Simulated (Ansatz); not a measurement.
Consider an atomisation energy of C3H6Ge, SMILES [GeH3][C]1=CC1 (Ansatz's Python interface).

`tae_c3h6ge.py`
```python
"""Atomisation energy of C3H6Ge at the given geometry."""

from collections import Counter
import logging
import sys

import ansatz as az
from ase import Atoms

logging.basicConfig(stream=sys.stdout, format="%(levelname)s %(message)s")
log = logging.getLogger("ansatz_job")
log.setLevel(logging.INFO)


def single_point(molecule, charge=0, unpaired=0):
    calc = molecule.calculation().basis(gaussian="6-31G*").functional("pbe0").scf(lower_state_search="off")
    if charge:
        calc = calc.charge(charge)
    if unpaired:
        calc = calc.spin("collinear", total=unpaired)
    report = calc.run(threads=1, pin="off").report
    if report["published_state_doubts"]:
        print("  doubts:", report["published_state_doubts"])
    return report["free_energy_ev"]

atoms = Atoms(["Ge", "C", "C", "C", "H", "H", "H", "H", "H", "H"], positions=[
    (-0.9169, 1.0637, -0.8938),
    (0.0403, -0.1756, 0.1043),
    (0.0949, -1.4228, 0.821),
    (1.319, -0.5839, 0.6826),
    (-1.5242, 0.4233, -2.1992),
    (-2.138, 1.6534, -0.0422),
    (-0.0164, 2.29, -1.3032),
    (-0.2959, -2.3122, 1.2065),
    (1.5256, -0.0209, 1.647),
    (1.9948, -0.9661, -0.0201),
])
molecule = az.Crystal.molecule_from_ase(atoms)

# unpaired electrons of the ground-state atoms
unpaired = {"Ge": 2, "C": 2, "H": 1}
counts = Counter(site.symbol for site in molecule.cartesian_sites)
atom_energy = {s: single_point(az.Crystal.molecule().atom(s, (0, 0, 0)), 0, unpaired[s]) for s in counts}
whole = single_point(molecule, 0, 0)
for s, e in atom_energy.items():
    log.info(f"{s:2s} x{counts[s]}  {e:14.5f} eV")
log.info(f"C3H6Ge: {whole:.5f} eV")
split = sum(counts[s] * e for s, e in atom_energy.items()) - whole
log.info(f"atomisation energy (no zero-point term): {96.485332 * split:.1f} kJ/mol, {split / sum(counts.values()):.3f} eV an atom")
```

What does it cost to take this molecule apart into atoms?

3514.2 kJ/mol from the electronic energies, without the zero-point term.

The output:

```console
$ python tae_c3h6ge.py
INFO Ge x1    -56501.22235 eV
INFO C  x3     -1028.41225 eV
INFO H  x6       -13.58146 eV
INFO C3H6Ge: -59704.37008 eV
INFO atomisation energy (no zero-point term): 3514.2 kJ/mol, 3.642 eV an atom
```

Notes:
- These settings explore the input space; basis and method may be short of convergence.
- The geometry is a force-field or estimated start, not a minimum of this method, and the basis set is short of its limit. All parts are taken at fixed geometry, without zero-point energy.
- Finished in 3.6 s on 1 thread of Arm Neoverse V1 (shared host), peak memory 0.22 GiB.

(Lines on the test bed's own set-up are left out of the output.)
